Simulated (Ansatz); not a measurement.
# Sn2TeO: the cost of one run

Computed with Ansatz 0.2.0 (DFT PBE, scalar-relativistic, plane waves, PAW, unless a step's input says otherwise).

### 1 The starting structure

It takes space group P4/mmm (No. 123, tetragonal). The conventional cell has a = 4.222 Å, b = 4.222 Å, c = 5.689 Å, α = 90.00°, β = 90.00°, γ = 90.00°. Sn (site symmetry 4/mmm) has 2 O at 2.84 Å and 4 Te at 2.99 Å as nearest neighbours. Sn (site symmetry 4/mmm) is surrounded by 2 Te at 2.84 Å and 4 O at 2.99 Å. Te (site symmetry 4/mmm) has 6 Sn at 2.84 to 2.99 Å as nearest neighbours. O (site symmetry 4/mmm) has 6 Sn at 2.84 to 2.99 Å as nearest neighbours.

Structure file:

```
CELL_PARAMETERS angstrom
4.22202 0.00000 0.00000
0.00000 4.22202 0.00000
0.00000 0.00000 5.68935
ATOMIC_POSITIONS crystal
Sn 0.00000 0.00000 0.00000
Sn 0.50000 0.50000 0.50000
Te 0.50000 0.50000 0.00000
O 0.00000 0.00000 0.50000
```

The cell is invented: random cell by space group and Wyckoff sites (P4/mmm, No. 123). The dimensions are guesses.

### 2 Probe: one point on a coarse mesh

input.yaml reads:

```yaml
crystal:
  lattice:
    - [4.22202094, 0.0, 0.0]
    - [0.0, 4.22202094, 0.0]
    - [0.0, 0.0, 5.68935414]
  atoms:
    - { symbol: Sn, position: [0.0, 0.0, 0.0] }
    - { symbol: Sn, position: [0.5, 0.5, 0.5] }
    - { symbol: Te, position: [0.5, 0.5, 0.0] }
    - { symbol: O, position: [0.0, 0.0, 0.5] }
basis:
  ecutwfc: 420
kpoints:
  mp_grid: { grid: [4, 4, 4] }
hamiltonian:
  xc: pbe
scf:
  occupations: { method: gaussian, width: 0.1 }
  lower_state_search: "off"
output:
  forces: true
  stress: true
  eigenvalues: true
```

Started as:

```sh
$ ansatz run input.yaml --threads 1 --pin off --max-ram 2048MiB --backend cpu --events-out ev --progress --plain --runs-dir out
```

**Question.** How long does this run take on 1 thread of Arm Neoverse V1, shared host, and how much memory does it need?

About 3.3 s, with a peak of 0.36 GiB.
